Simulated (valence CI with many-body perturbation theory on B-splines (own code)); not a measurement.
# Bi⁶¹⁺: settings changed one run at a time

How much do changed settings matter for Bi⁶¹⁺? A reference run is followed by altered ones.

The numbers are computed with an in-house CI+MBPT code version 4 (configuration interaction of the valence electrons, many-body perturbation theory for a frozen closed Dirac-Fock core, no-pair Dirac Hamiltonian, B-spline basis), except any that are marked as measured or tabulated.

## (1) The system

```
element                                      : bismuth (Z = 83, A = 209)
charge                                       : +61
frozen core                                  : [Ar]
start configuration of the valence electrons : 3d4
nuclear rms radius                           : 5.5211 fm
```

## (2) The reference run

Input settings:

```ini
atom Bi  Z=83  mass_number=209  rms_radius_fm=5.5211
core [Ar]
valence 3d4
avg = 1
basis = S
breit = 1
cap = 10000
capref = 1200
cscale = 1
de = 0.0
dress = 0
eps = 2e-08
h = 0.27
hh = 1
l2 = 3
lcore = 6
maxit = 60
n2 = 5
natural = 1
nlev = 20
nno = [3, 3, 3, 3, 1]
nroot = 26
nsp = [3, 3, 2, 2, 0]
pt2 = 1
qed = 1
rpa = 1
s1 = 1
s2 = 1
s3 = 1
screen = 1
tol = 2e-05
whole = 1
```

On the command line:

```bash
$ python run_cv.py task.json out
```

task.json holds these settings and those of the later runs, which follow in the same process.

The log of the run:

```text
rmax 1.8 intervals 55 orbitals 40 references ['3d4', '3d3 4s', '3d3 4p'] scf 3
2J=3 par=0 roots 2 ref 27 generators 3 cand 795/1922 P 425/999 nnz 0 it 0
2J=3 par=0 roots 2 ref 27 generators 4 cand 386/950 P 695/1728 nnz 0 it 5
   second order: generators 4 cand 116/221 e2 -0.00000 -0.00000
reference levels 556, estimated 29, window 2270685 1/cm; series limit 35532101, core excitation 2838357
2J=0 par=0 roots 3 ref 17 generators 4 cand 184/285 P 1035/1884 nnz 0 it 3
2J=0 par=0 roots 3 ref 17 generators 4 cand 123/184 P 1107/2008 nnz 0 it 3
   second order: generators 6 cand 1183/2986 e2 -0.00001 -0.00000
2J=2 par=0 roots 3 ref 36 generators 3 cand 718/2877 P 717/3538 nnz 3.1e+06 it 4
2J=2 par=0 roots 3 ref 36 generators 3 cand 485/1868 P 1098/5133 nnz 6e+06 it 4
   second order: generators 3 cand 104/273 e2 -0.00000 -0.00000
2J=8 par=0 roots 5 ref 42 generators 4 cand 870/5041 P 481/3556 nnz 3.3e+06 it 4
2J=8 par=0 roots 5 ref 42 generators 4 cand 702/4026 P 1142/7376 nnz 1.3e+07 it 5
   second order: generators 4 cand 41/206 e2 -0.00000 -0.00000
2J=4 par=0 roots 5 ref 51 generators 4 cand 894/5221 P 516/3557 nnz 3.2e+06 it 4
2J=4 par=0 roots 5 ref 51 generators 4 cand 718/4210 P 1167/7450 nnz 1.2e+07 it 5
   second order: generators 4 cand 67/317 e2 -0.00000 -0.00000
2J=6 par=0 roots 4 ref 49 generators 3 cand 917/5713 P 430/3552 nnz 3.4e+06 it 4
2J=6 par=0 roots 4 ref 49 generators 3 cand 774/4706 P 1090/7833 nnz 1.4e+07 it 5
   second order: generators 3 cand 114/425 e2 -0.00000 -0.00000
2J=10 par=0 roots 2 ref 25 generators 2 cand 731/3305 P 520/3528 nnz 3.4e+06 it 4
2J=10 par=0 roots 2 ref 25 generators 2 cand 563/2300 P 904/5463 nnz 7.5e+06 it 4
   second order: generators 2 cand 179/365 e2 -0.00000 -0.00000
2J=12 par=0 roots 2 ref 14 generators 2 cand 425/1492 P 797/3508 nnz 3.2e+06 it 4
2J=12 par=0 roots 2 ref 14 generators 2 cand 138/492 P 897/3872 nnz 3.8e+06 it 3
   second order: generators 2 cand 38/128 e2 -0.00000 -0.00000
left out: unestimated 3286814, estimated 3123548, shifts from estimates -131 to 7
```

It took 24 s on 1 thread of Intel Xeon, shared host; peak memory 0.42 GiB.

In the log, the blocks before «reference levels» are the next ion; each later block is one J and parity (par 1 is odd): roots sought, reference size, generators, candidates and the variational space P (configurations/state functions), Hamiltonian entries, Davidson iterations; e2 is the second-order remainder in hartree. Σ1, Σ2 and Σ3 are the one-, two- and three-electron terms by which the core's correlation enters. In the settings nsp and nno count spectroscopic and correlating orbitals by l, and s1, s2, s3 switch or scale the Σ terms.

Levels from the run's result record, above the lowest; ° marks odd parity; each level is named by its leading configuration and LS term. The first 10 of 16 are listed.

```tsv
#	level	configuration weight	term weight	energy (eV)	g	lifetime (s)
0	3d4 ³P0	1.00	0.61	0.00	-	-
1	3d4 ⁵D1	1.00	0.54	115.27	1.487	5.35e-08
2	3d4 ³F4	1.00	0.28	128.45	1.048	-
3	3d4 ⁵D2	1.00	0.26	133.50	1.170	2.39e-05
4	3d4 ³F3	1.00	0.32	137.08	1.091	-
5	3d4 ⁵D2	1.00	0.59	240.18	1.317	3.22e-08
6	3d4 ⁵D0	1.00	0.68	240.54	-	2.41e-08
7	3d4 ³H4	1.00	0.40	243.42	1.128	5.28e-08
8	3d4 ⁵D3	1.00	0.48	246.06	1.185	5.40e-08
9	3d4 ³H5	1.00	0.66	249.39	1.075	1.12e-07
```

## (3) Changed: energy shift in Σ1 (hartree) -35.208; Breit term off

The settings differ from step 2 so:

```diff
@@ -5,3 +5,3 @@
 basis = S
-breit = 1
+breit = 0
 cap = 10000
@@ -9,3 +9,3 @@
 cscale = 1
-de = 0.0
+de = -35.208
 dress = 0
```

The log of the run:

```text
rmax 1.8 intervals 55 orbitals 40 references ['3d4', '3d3 4s', '3d3 4p'] scf 3
2J=3 par=0 roots 2 ref 27 generators 3 cand 795/1922 P 424/1000 nnz 0 it 0
2J=3 par=0 roots 2 ref 27 generators 3 cand 387/949 P 691/1711 nnz 0 it 5
   second order: generators 6 cand 502/1099 e2 -0.00000 -0.00000
reference levels 556, estimated 19, window 2270685 1/cm; series limit 35684664, core excitation 2838357
2J=0 par=0 roots 3 ref 17 generators 4 cand 308/507 P 1003/1830 nnz 0 it 3
2J=0 par=0 roots 3 ref 17 generators 4 cand 155/238 P 1087/1977 nnz 0 it 3
   second order: generators 4 cand 71/91 e2 -0.00000 -0.00000
2J=2 par=0 roots 2 ref 36 generators 3 cand 670/2870 P 756/3546 nnz 3.2e+06 it 4
2J=2 par=0 roots 2 ref 36 generators 3 cand 446/1860 P 1043/4930 nnz 5.6e+06 it 4
   second order: generators 3 cand 159/476 e2 -0.00000 -0.00000
2J=8 par=0 roots 3 ref 42 generators 3 cand 814/5043 P 537/3548 nnz 3.5e+06 it 4
2J=8 par=0 roots 3 ref 42 generators 4 cand 646/4034 P 1091/7011 nnz 1.2e+07 it 4
   second order: generators 4 cand 92/571 e2 -0.00000 -0.00000
2J=4 par=0 roots 3 ref 51 generators 3 cand 854/5221 P 548/3561 nnz 3.3e+06 it 4
2J=4 par=0 roots 3 ref 51 generators 4 cand 686/4206 P 1126/7219 nnz 1.2e+07 it 4
   second order: generators 4 cand 108/548 e2 -0.00000 -0.00000
2J=6 par=0 roots 3 ref 49 generators 3 cand 869/5714 P 483/3558 nnz 3.7e+06 it 4
2J=6 par=0 roots 3 ref 49 generators 3 cand 721/4700 P 1044/7542 nnz 1.3e+07 it 5
   second order: generators 3 cand 160/716 e2 -0.00000 -0.00000
2J=10 par=0 roots 1 ref 25 generators 1 cand 694/3306 P 579/3530 nnz 3.5e+06 it 4
2J=10 par=0 roots 1 ref 25 generators 2 cand 504/2298 P 813/4902 nnz 6.1e+06 it 4
   second order: generators 2 cand 270/926 e2 -0.00000 -0.00000
2J=12 par=0 roots 1 ref 14 generators 2 cand 406/1678 P 715/3096 nnz 2.5e+06 it 3
2J=12 par=0 roots 1 ref 14 generators 2 cand 220/904 P 832/3559 nnz 3.3e+06 it 4
   second order: generators 2 cand 103/441 e2 -0.00000 -0.00000
left out: unestimated 3548149, estimated 2624886, shifts from estimates -51 to 0
```

Run time: 23 s. Hardware: 1 thread of Intel Xeon, shared host; peak memory 0.46 GiB.

Shifts against the reference run (cm⁻¹), for levels that keep their label and place:

```
  level  energy (eV)    shift
3d4 ⁵D1       139.00  +191429
3d4 ³F4       154.66  +211391
3d4 ⁵D2       158.59  +202349
3d4 ³F3       162.23  +202853
```

The ionisation energy moves by +18.9 eV.

## (4) Changed: selection threshold 2e-07

The settings differ from step 3 so:

```diff
@@ -5,3 +5,3 @@
 basis = S
-breit = 0
+breit = 1
 cap = 10000
@@ -9,5 +9,5 @@
 cscale = 1
-de = -35.208
+de = 0.0
 dress = 0
-eps = 2e-08
+eps = 2e-07
 h = 0.27
```

The log of the run:

```text
rmax 1.8 intervals 55 orbitals 40 references ['3d4', '3d3 4s', '3d3 4p'] scf 3
2J=3 par=0 roots 2 ref 27 generators 3 cand 795/1922 P 369/871 nnz 0 it 0
2J=3 par=0 roots 2 ref 27 generators 4 cand 442/1078 P 544/1304 nnz 0 it 5
   second order: generators 4 cand 267/645 e2 -0.00005 -0.00001
reference levels 556, estimated 29, window 2270685 1/cm; series limit 35532101, core excitation 2838357
2J=0 par=0 roots 3 ref 17 generators 4 cand 184/285 P 974/1783 nnz 0 it 2
2J=0 par=0 roots 3 ref 17 generators 4 cand 184/285 P 1011/1838 nnz 0 it 3
   second order: generators 6 cand 1279/3156 e2 -0.00002 -0.00000
2J=2 par=0 roots 3 ref 36 generators 3 cand 718/2877 P 632/3189 nnz 2.6e+06 it 4
2J=2 par=0 roots 3 ref 36 generators 3 cand 570/2217 P 889/4247 nnz 4.3e+06 it 4
   second order: generators 3 cand 313/1159 e2 -0.00006 -0.00003
2J=8 par=0 roots 5 ref 42 generators 4 cand 870/5041 P 481/3556 nnz 3.3e+06 it 4
2J=8 par=0 roots 5 ref 42 generators 4 cand 702/4026 P 942/6222 nnz 9.2e+06 it 5
   second order: generators 4 cand 241/1360 e2 -0.00008 -0.00003
2J=4 par=0 roots 5 ref 51 generators 4 cand 894/5221 P 516/3557 nnz 3.2e+06 it 4
2J=4 par=0 roots 5 ref 51 generators 4 cand 718/4210 P 938/5970 nnz 8.1e+06 it 4
   second order: generators 4 cand 296/1797 e2 -0.00008 -0.00005
2J=6 par=0 roots 4 ref 49 generators 3 cand 917/5713 P 430/3552 nnz 3.4e+06 it 4
2J=6 par=0 roots 4 ref 49 generators 3 cand 774/4706 P 879/6430 nnz 9.9e+06 it 5
   second order: generators 3 cand 325/1828 e2 -0.00008 -0.00005
2J=10 par=0 roots 2 ref 25 generators 2 cand 731/3305 P 485/3338 nnz 3.1e+06 it 4
2J=10 par=0 roots 2 ref 25 generators 2 cand 598/2490 P 727/4599 nnz 5.5e+06 it 4
   second order: generators 2 cand 356/1229 e2 -0.00006 -0.00005
2J=12 par=0 roots 2 ref 14 generators 2 cand 425/1492 P 543/2681 nnz 2e+06 it 3
2J=12 par=0 roots 2 ref 14 generators 2 cand 392/1319 P 760/3409 nnz 3e+06 it 4
   second order: generators 2 cand 175/591 e2 -0.00003 -0.00003
left out: unestimated 3286814, estimated 3123548, shifts from estimates -131 to 7
```

It took 23 s on 1 thread of Intel Xeon, shared host; peak memory 0.46 GiB.

Shifts against the reference run (cm⁻¹), for levels that keep their label and place:

```
  level  energy (eV)  shift
3d4 ⁵D1       115.27   -0.1
3d4 ³F4       128.45   -0.0
3d4 ⁵D2       133.50   -0.0
3d4 ³F3       137.08   -0.1
3d4 ⁵D2       240.18   +0.0
3d4 ⁵D0       240.54   -0.0
3d4 ³H4       243.42   -0.0
3d4 ⁵D3       246.06   -0.1
```

The ionisation energy moves by +1e-05 eV.

## (5) Changed: highest l of Σ 1; orbitals per symmetry in Σ2 2

The settings differ from step 4 so:

```diff
@@ -11,9 +11,9 @@
 dress = 0
-eps = 2e-07
+eps = 2e-08
 h = 0.27
 hh = 1
-l2 = 3
+l2 = 1
 lcore = 6
 maxit = 60
-n2 = 5
+n2 = 2
 natural = 1
```

The log of the run:

```text
rmax 1.8 intervals 55 orbitals 40 references ['3d4', '3d3 4s', '3d3 4p'] scf 3
2J=3 par=0 roots 2 ref 27 generators 3 cand 795/1922 P 423/1000 nnz 0 it 0
2J=3 par=0 roots 2 ref 27 generators 4 cand 388/949 P 686/1701 nnz 0 it 5
   second order: generators 4 cand 125/248 e2 -0.00000 -0.00000
reference levels 556, estimated 30, window 2270685 1/cm; series limit 35455677, core excitation 2838357
2J=0 par=0 roots 3 ref 17 generators 4 cand 206/326 P 1024/1865 nnz 0 it 3
2J=0 par=0 roots 3 ref 17 generators 4 cand 134/203 P 1090/1980 nnz 0 it 3
   second order: generators 7 cand 1560/3914 e2 -0.00001 -0.00000
2J=2 par=0 roots 3 ref 36 generators 3 cand 724/2872 P 722/3545 nnz 3.1e+06 it 4
2J=2 par=0 roots 3 ref 36 generators 3 cand 480/1861 P 1084/5071 nnz 5.8e+06 it 4
   second order: generators 5 cand 1642/10898 e2 -0.00000 -0.00000
2J=8 par=0 roots 5 ref 42 generators 4 cand 875/5043 P 466/3553 nnz 3.3e+06 it 4
2J=8 par=0 roots 5 ref 42 generators 4 cand 717/4029 P 1131/7321 nnz 1.2e+07 it 5
   second order: generators 6 cand 817/6818 e2 -0.00000 -0.00000
2J=4 par=0 roots 5 ref 51 generators 4 cand 897/5223 P 519/3558 nnz 3.1e+06 it 4
2J=4 par=0 roots 5 ref 51 generators 4 cand 715/4209 P 1155/7372 nnz 1.2e+07 it 5
   second order: generators 7 cand 1603/15348 e2 -0.00001 -0.00000
2J=6 par=0 roots 4 ref 49 generators 3 cand 916/5714 P 426/3550 nnz 3.4e+06 it 4
2J=6 par=0 roots 4 ref 49 generators 3 cand 778/4708 P 1076/7737 nnz 1.4e+07 it 5
   second order: generators 4 cand 906/7895 e2 -0.00001 -0.00000
2J=10 par=0 roots 2 ref 25 generators 2 cand 745/3316 P 514/3507 nnz 3.3e+06 it 4
2J=10 par=0 roots 2 ref 25 generators 2 cand 569/2321 P 890/5427 nnz 7.4e+06 it 4
   second order: generators 2 cand 193/401 e2 -0.00000 -0.00000
2J=12 par=0 roots 2 ref 14 generators 2 cand 441/1486 P 792/3519 nnz 3.2e+06 it 4
2J=12 par=0 roots 2 ref 14 generators 2 cand 143/481 P 890/3858 nnz 3.7e+06 it 4
   second order: generators 2 cand 45/142 e2 -0.00000 -0.00000
left out: unestimated 3306844, estimated 3111742, shifts from estimates -289 to 2
```

Wall time 11 s (1 thread of Intel Xeon, shared host); peak memory 0.46 GiB.

Shifts against the reference run (cm⁻¹), for levels that keep their label and place:

```
  level  energy (eV)   shift
3d4 ⁵D1       114.20   -8592
3d4 ³F4       129.68   +9883
3d4 ⁵D2       133.61    +877
3d4 ³F3       137.25   +1337
3d4 ⁵D0       238.30  -18038
3d4 ⁵D2       238.46  -13920
3d4 ³H4       243.24   -1429
3d4 ⁵D3       245.08   -7897
```

The ionisation energy moves by -9.48 eV.

## (6) Changed: factor on the speed of light 0.9

The settings differ from step 5 so:

```diff
@@ -8,3 +8,3 @@
 capref = 1200
-cscale = 1
+cscale = 0.9
 de = 0.0
@@ -14,6 +14,6 @@
 hh = 1
-l2 = 1
+l2 = 3
 lcore = 6
 maxit = 60
-n2 = 2
+n2 = 5
 natural = 1
```

The log of the run:

```text
rmax 1.8 intervals 55 orbitals 40 references ['3d4', '3d3 4s', '3d3 4p'] scf 3
2J=3 par=0 roots 2 ref 27 generators 3 cand 795/1922 P 423/997 nnz 0 it 0
2J=3 par=0 roots 2 ref 27 generators 3 cand 388/952 P 686/1703 nnz 0 it 5
   second order: generators 4 cand 125/246 e2 -0.00000 -0.00000
reference levels 556, estimated 19, window 2307294 1/cm; series limit 35653134, core excitation 2884117
2J=0 par=0 roots 2 ref 17 generators 3 cand 312/514 P 938/1697 nnz 0 it 3
2J=0 par=0 roots 2 ref 17 generators 4 cand 220/371 P 1041/1908 nnz 0 it 3
   second order: generators 5 cand 499/1021 e2 -0.00000 -0.00000
2J=2 par=0 roots 2 ref 36 generators 3 cand 669/2871 P 755/3545 nnz 3.2e+06 it 4
2J=2 par=0 roots 2 ref 36 generators 3 cand 447/1861 P 1043/4924 nnz 5.6e+06 it 4
   second order: generators 3 cand 159/482 e2 -0.00000 -0.00000
2J=8 par=0 roots 2 ref 42 generators 3 cand 821/5046 P 542/3550 nnz 3.5e+06 it 4
2J=8 par=0 roots 2 ref 42 generators 4 cand 641/4032 P 1055/6766 nnz 1.1e+07 it 4
   second order: generators 4 cand 128/816 e2 -0.00001 -0.00000
2J=4 par=0 roots 3 ref 51 generators 3 cand 854/5225 P 552/3557 nnz 3.3e+06 it 4
2J=4 par=0 roots 3 ref 51 generators 4 cand 682/4210 P 1121/7198 nnz 1.2e+07 it 4
   second order: generators 4 cand 113/569 e2 -0.00000 -0.00000
2J=6 par=0 roots 2 ref 49 generators 3 cand 868/5713 P 479/3556 nnz 3.7e+06 it 4
2J=6 par=0 roots 2 ref 49 generators 3 cand 725/4702 P 1018/7327 nnz 1.3e+07 it 4
   second order: generators 4 cand 964/8305 e2 -0.00001 -0.00000
2J=10 par=0 roots 1 ref 25 generators 1 cand 690/3307 P 580/3529 nnz 3.5e+06 it 4
2J=10 par=0 roots 1 ref 25 generators 2 cand 503/2299 P 805/4845 nnz 6e+06 it 4
   second order: generators 2 cand 278/983 e2 -0.00000 -0.00000
2J=12 par=0 roots 1 ref 14 generators 2 cand 406/1676 P 712/3057 nnz 2.5e+06 it 3
2J=12 par=0 roots 1 ref 14 generators 2 cand 223/943 P 819/3520 nnz 3.2e+06 it 4
   second order: generators 2 cand 116/480 e2 -0.00000 -0.00000
left out: unestimated 3689441, estimated 2573344, shifts from estimates -119 to 1
```

Run time: 20 s. Hardware: 1 thread of Intel Xeon, shared host; peak memory 0.46 GiB.

Shifts against the reference run (cm⁻¹), for levels that keep their label and place:

```
  level  energy (eV)    shift
3d4 ⁵D1       145.46  +243545
3d4 ³F4       158.05  +238705
3d4 ⁵D2       163.86  +244885
3d4 ³F3       167.31  +243785
```

The ionisation energy moves by +23.6 eV. This setting alters the physics, so the run describes no real ion even though it converged.

## (7) All runs together

```tsv
run	outcome	ionisation energy (eV)	its shift (eV)	mean size of level shifts (cm⁻¹)	time
reference	converged	6648.09	0	0	24 s
energy shift in Σ1 (hartree) -35.208; Breit term off	converged	6667.01	+18.9	202006	23 s
selection threshold 2e-07	converged	6648.09	+1e-05	0.1	23 s
highest l of Σ 1; orbitals per symmetry in Σ2 2	converged	6638.62	-9.48	7718	11 s
factor on the speed of light 0.9	converged, model only	6671.73	+23.6	242730	20 s
NIST (tabulated theoretical)	-	6648	-	-	-
```

**Reading.** The ionisation energy reacts most to «factor on the speed of light 0.9» (+23.6 eV) and least to «selection threshold 2e-07» (+1e-05 eV). The reference run itself stands +0.0927 eV from the NIST entry (uncertainty 12 eV). The quickest altered run takes 47 % of the reference time, which also holds the start-up, and shifts the levels by 7718 cm⁻¹ on average. Cautions: the list stops below the first excitations out of the core; by estimate large intervals hold to a few tenths of a per cent, small ones and the rates on them less well; only levels of one parity were solved.
